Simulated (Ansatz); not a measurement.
# CHOSSi: the cost of one run

All numbers below are computed with Ansatz 0.2.0 (UKS PBE0/def2-SVP).

**1. The structure to begin with**

Bond lengths: O1–C2 1.218 Å, C2–Si3 1.884 Å, Si3–S4 1.991 Å, C2–H5 1.107 Å. Angles: O1–C2–Si3 122.1°, O1–C2–H5 120.8°, Si3–C2–H5 115.6°, C2–Si3–S4 146.2°.

Structure file:

```xyz
5

O     0.4586    0.4863   -1.6960
C     0.1040    0.6780   -0.5467
Si    0.2114   -0.6632    0.7723
S    -0.6995   -2.2051    1.6420
H    -0.0744    1.7041   -0.1715
```

**2. End point A**

File input.yaml:

```yaml
crystal:
  periodic: [false, false, false]
  atoms:
    - { symbol: O, position_ang: [0.45855, 0.48627, -1.69601] }
    - { symbol: C, position_ang: [0.104, 0.67795, -0.54674] }
    - { symbol: Si, position_ang: [0.21136, -0.66319, 0.7723] }
    - { symbol: S, position_ang: [-0.69947, -2.20514, 1.64195] }
    - { symbol: H, position_ang: [-0.07444, 1.70411, -0.17151] }
magnetization:
  spin_polarized: true
  initial_magnetization: 1
basis:
  gaussian: { orbitals: def2-SVP }
hamiltonian:
  xc: pbe0
relax:
  f_tol: 0.02
  max_steps: 50
```

Launch:

```sh
$ ansatz run input.yaml --threads 2 --pin off --max-ram 3072MiB --backend cpu --events-out ev --progress --plain --runs-dir out
```

**Question.** How long does this run take on 2 threads of Arm Neoverse N1, shared host, and how much memory does it need?

About 61 s, with a peak of 0.17 GiB.
